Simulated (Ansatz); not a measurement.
The system is Hf2Pd2Se2Br2O3.

```
Hf Pd Se Br O
1.0
     7.67722   -1.70971    0.00000
     7.67722    1.70971    0.00000
    -3.99941    0.00000   12.58754
Hf Pd Se Br O
2 2 2 2 3
Direct
  0.05486 0.05486 0.93856
  0.39372 0.39372 0.71691
  0.82080 0.82080 0.49036
  0.67714 0.67714 0.25693
  0.07768 0.07768 0.15435
  0.21009 0.21009 0.41200
  0.41355 0.41355 0.95480
  0.75396 0.75396 0.71349
  0.40299 0.40299 0.57873
  0.61446 0.61446 0.92698
  0.96906 0.96906 0.77831
```

The cell was built by a generator and needn't be a form met in nature.

- Program: Ansatz 0.2.0
- Task: relaxation of cell and atoms
- Functional: r2SCAN
- Potentials or basis: Ansatz PAW
- Cutoff: 500 eV (not typed: the program's choice for these potentials)
- k mesh: 6 × 6 × 2
- Occupations: fermi-dirac, width 0.05 eV
- Spin: no spin polarisation

At the start: volume 30.04 Å³/atom.

Q: Where does the relaxation end?

A: It ends after 22 steps and the volume is 25.14 Å³/atom (-16.3 %); space group Cm (No. 8, to 0.05 Å).

Step by step:
| step | energy change (eV) | largest force (eV/Å) | volume (Å³) |
| --- | --- | --- | --- |
| 1 | 0.0000 | 0.5236 | 330.44 |
| 2 | -0.0191 | 0.3954 | 324.25 |
| 3 | -0.0397 | 0.0764 | 324.72 |
| 4 | -0.0416 | 0.0224 | 323.66 |
| 5 | -0.0450 | 0.0207 | 320.73 |
| 6 | -0.0486 | 0.0605 | 317.55 |
| 7 | -0.0609 | 0.1774 | 302.89 |
| 8 | -0.0685 | 0.1754 | 295.18 |
| 9 | -0.0887 | 0.1092 | 280.87 |
| 10 | -0.1056 | 0.1898 | 275.86 |
| 11 | -0.1128 | 0.2596 | 276.81 |
| 12 | -0.1157 | 0.1730 | 275.81 |
| 13 | -0.1189 | 0.0436 | 274.88 |
| 14 | -0.1191 | 0.0421 | 274.97 |
| 15 | -0.1193 | 0.0187 | 275.01 |
| 16 | -0.1194 | 0.0235 | 275.19 |
| 17 | -0.1194 | 0.0277 | 275.42 |
| 18 | -0.1193 | 0.0222 | 275.81 |
| 19 | -0.1193 | 0.0096 | 276.16 |
| 20 | -0.1192 | 0.0076 | 276.54 |
| 21 | -0.1192 | 0.0068 | 276.57 |
| 22 | -0.1086 | 0.0064 | 276.57 |

Final structure:
```yaml
crystal:
  lattice:
    - [6.29807, -1.70323, -0.20564]
    - [6.29807, 1.70323, -0.20564]
    - [-3.61811, 0.00000, 13.00953]
  atoms:
    - { symbol: Hf, position: [0.06586, 0.06586, 0.94541] }
    - { symbol: Hf, position: [0.39461, 0.39461, 0.71837] }
    - { symbol: Pd, position: [0.83114, 0.83114, 0.49470] }
    - { symbol: Pd, position: [0.67692, 0.67692, 0.25713] }
    - { symbol: Se, position: [0.06835, 0.06835, 0.14874] }
    - { symbol: Se, position: [0.20355, 0.20355, 0.40787] }
    - { symbol: Br, position: [0.38745, 0.38745, 0.93989] }
    - { symbol: Br, position: [0.72023, 0.72023, 0.69267] }
    - { symbol: O, position: [0.41947, 0.41947, 0.58967] }
    - { symbol: O, position: [0.64050, 0.64050, 0.94238] }
    - { symbol: O, position: [0.98024, 0.98024, 0.78460] }
```

Caveat: the volume moved by over 15 % at a fixed basis, so the end points are rough; the plane-wave basis is chosen anew once the cell has moved, so the energies of steps on either side of that aren't comparable; the PAW data sets come from PBE, with cores solved anew for the run's functional, which leaves a small shift of forces and pressure.
